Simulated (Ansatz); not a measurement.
# CH4FGaOS: a ladder of functionals and wavefunction methods

Aim: compute CH4FGaOS with functionals from several rungs and with coupled cluster. The yardstick is the atomisation energy at the CCSD(T) limit.

The runs use Ansatz 0.2.0, Gaussian basis; functionals in def2-TZVPP, the program's frozen cores in correlated methods.

Plan: LDA (SPW92), PBE-D4, revPBE-D4, BLYP-D4, r2SCAN-D4, B97M-V, PBE0-D4, B3LYP-D4, r2SCANh-D4, r2SCAN0-D4, HSE06-D4, BHLYP-D4, CAM-B3LYP-D4, LC-ωPBE, ωB97X-V, ωB97M-V, B2PLYP, PBE-QIDH; CCSD(T)/def2-SVP; CCSD(T)/def2-TZVPP; MP2/def2-QZVPP; extrapolation to the limit; RPA on PBE.

### 1 The geometry

The geometry comes from an earlier relaxation with PBE0-D4 in a triple-zeta def2 set; it is a stationary point, not always the lowest conformer.

SMILES `C[O][Ga]([F])[SH]`, 9 atoms, charge 0, spin multiplicity 1.

Atoms are counted from 1 here; the program's logs count them from 0.

Bond lengths: C1–O2 1.413 Å, C1–H6 1.095 Å, C1–H7 1.094 Å, C1–H8 1.094 Å, O2–Ga3 1.764 Å, Ga3–F4 1.750 Å, Ga3–S5 2.169 Å, S5–H9 1.345 Å. Angles: O2–C1–H6 113.1°, O2–C1–H7 109.4°, O2–C1–H8 109.3°, H6–C1–H7 108.3°, H6–C1–H8 108.3°, H7–C1–H8 108.3°, C1–O2–Ga3 122.8°, O2–Ga3–F4 116.8°, O2–Ga3–S5 123.4°, F4–Ga3–S5 119.9°, Ga3–S5–H9 91.6°.

### 2 LDA

This LDA is Slater exchange with PW92 correlation.

Contents of in.yaml:

```yaml
crystal:
  periodic: [false, false, false]
  atoms:
    - {symbol: C, position_ang: [-0.591183, 0.038674, 1.506202]}
    - {symbol: O, position_ang: [-0.087278, 0.597855, 0.310133]}
    - {symbol: Ga, position_ang: [0.398010, -0.383767, -1.072401]}
    - {symbol: F, position_ang: [0.223392, -2.117532, -0.907702]}
    - {symbol: S, position_ang: [1.178620, 0.453947, -2.914782]}
    - {symbol: H, position_ang: [-0.666612, -1.053136, 1.471596]}
    - {symbol: H, position_ang: [0.063873, 0.311570, 2.339258]}
    - {symbol: H, position_ang: [-1.587312, 0.445977, 1.704135]}
    - {symbol: H, position_ang: [1.068489, 1.706421, -2.436440]}
basis:
  gaussian: {orbitals: def2-TZVPP}
hamiltonian: {xc: lda}
output: {orbitals: {seedname: orbitals}}
```

The run is started by

```sh
$ ansatz run in.yaml --threads 2 --pin off --events-out ev --progress --plain --max-ram 22528MiB --backend cpu
```

Further steps of the session: PBE-D4 (GGA); revPBE-D4 (GGA); BLYP-D4 (GGA); r2SCAN-D4 (meta-GGA); B97M-V (meta-GGA); PBE0-D4 (hybrid); B3LYP-D4 (hybrid); r2SCANh-D4 (hybrid); r2SCAN0-D4 (hybrid); HSE06-D4 (hybrid); BHLYP-D4 (hybrid); CAM-B3LYP-D4 (range-separated); LC-ωPBE (range-separated); ωB97X-V (range-separated); ωB97M-V (range-separated); B2PLYP (double hybrid); PBE-QIDH (double hybrid); CCSD(T) in def2-SVP; CCSD(T) in def2-TZVPP; MP2 in def2-QZVPP; RPA on PBE orbitals.

Before running them: what should the planned runs give, taken together? Wanted: atomisation energy, CCSD(T)/CBS; farthest beyond LDA; mean size of error, GGA; mean size of error, meta-GGA; mean size of error, hybrid; mean size of error, range-separated; mean size of error, double hybrid; gap, smallest and largest; T1 diagnostic.

**Answer**, as computed:

| quantity | value |
| --- | --- |
| atomisation energy, CCSD(T)/CBS | 755.1 kcal/mol |
| functionals within 7.6 kcal/mol (1.0 %) | r2SCAN-D4, B97M-V, r2SCANh-D4, HSE06-D4, CAM-B3LYP-D4, LC-ωPBE, ωB97X-V, ωB97M-V |
| farthest beyond LDA | BHLYP-D4 (-36.6 kcal/mol) |
| mean size of error, GGA | 10.6 kcal/mol |
| mean size of error, meta-GGA | 1.3 kcal/mol |
| mean size of error, hybrid | 14.2 kcal/mol |
| mean size of error, range-separated | 3.2 kcal/mol |
| mean size of error, double hybrid | 10.6 kcal/mol |
| gap, smallest and largest | 4.38 eV (LDA (SPW92)), 11.96 eV (LC-ωPBE) |
| T1 diagnostic | 0.0139 |
| triples share of the correlation energy | 3.7 % |

**Reading.** LDA overbinds by 116.7 kcal/mol (15 %). PBE-D4 is off by +10.4 kcal/mol. Double hybrids carry the basis error of their MP2 part in triple zeta, and no dispersion term here, so their miss is partly the set-up's. The rungs meta-GGA, range-separated miss on average by less than the doubt on the reference (7.6 kcal/mol), so they tie. The reference freezes the cores and leaves out relativity and excitations past (T), and its outer-core shells are covered unevenly, so misses under about 7.6 kcal/mol can't be ranked. Hartree-Fock recovers 70 % of the binding; the rest is correlation. CCSD(T) in def2-SVP is off by -45.4 kcal/mol, more than most functionals: a good method in a small basis is no reference. Orbital gaps span 4.4 to 12.0 eV; exact exchange widens them. Correlated methods include outer-core shells of Ga, which these sets cover unevenly.
